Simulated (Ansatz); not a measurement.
## HgTe, space group I-4m2: a comparison of functionals at one structure, step by step

With the Ansatz DFT code, driven from Python.

Input file `hgte.extxyz`:
```text
2
Lattice="-3.045603 3.045603 1.55941 3.045603 -3.045603 1.55941 3.045603 3.045603 -1.55941" Properties=species:S:1:pos:R:3 pbc="T T T"
Hg    3.04560300    0.00000000    0.77970500
Te    0.00000000    0.00000000    0.00000000
```

Interactive session:
```pycon
>>> import warnings
>>> import ansatz as az
>>> warnings.simplefilter("ignore", az.DeckWarning)
>>> cell = az.Crystal.from_extxyz("hgte.extxyz")
>>> cell.resolved().tree()["lattice"]
((-3.045603, 3.045603, 1.55941), (3.045603, -3.045603, 1.55941), (3.045603, 3.045603, -1.55941))
>>> calc = cell.calculation().kpoints(6).occupations("Fermi-Dirac", width=0.05).stress()
>>> rows = []
>>> for value in ["blyp", "lda", "pbesol"]:
...     data = calc.functional(value).run(threads=1, backend="cpu").report
...     rows.append((value, data["free_energy_ev"] / len(data["lattice"]["sites"]), data["n_iterations"], sum(data["stress_gpa"][i][i] for i in range(3)) / 3, data["n_kpoints"]))
...
>>> print("  functional   F/atom (eV)    iterations       P (GPa)      k-points")
  functional   F/atom (eV)    iterations       P (GPa)      k-points
>>> for row in rows:
...     print(f"{str(row[0]):>12s}  {row[1]:12.5f}  {row[2]:12d}  {row[3]:12.3f}  {row[4]:12d}")
...
        blyp  -10418.88285             7         4.605            30
         lda  -10174.71594             7        -4.763            30
      pbesol  -10284.69122             7        -3.229            30
```

From lowest to highest: LDA (-4.8 GPa), PBEsol (-3.2 GPa) and BLYP (4.6 GPa). At a fixed cell a lower pressure usually means a smaller equilibrium volume, so LDA prefers the smallest cell and BLYP the largest.

What to keep in mind:
- BLYP can be off by several per cent in the lattices of metals, and by several GPa in the pressure at a fixed cell.
- For a metal this k-point mesh is coarse: on a finer one energies can move by several to tens of meV an atom and pressures by half a GPa or more, differences at one mesh by less.
- Pressure is positive in compression.
- Spin-orbit coupling, which matters for elements this heavy, is left out.
- This cell is a computed structure, which may not be the phase found in nature.
- Total energies of different functionals can't be compared; pressures, moments and gaps at this one structure can.
- It ran for 8.5 s on 1 thread of Arm Neoverse V2, on a shared host, peak memory 0.4 GiB.
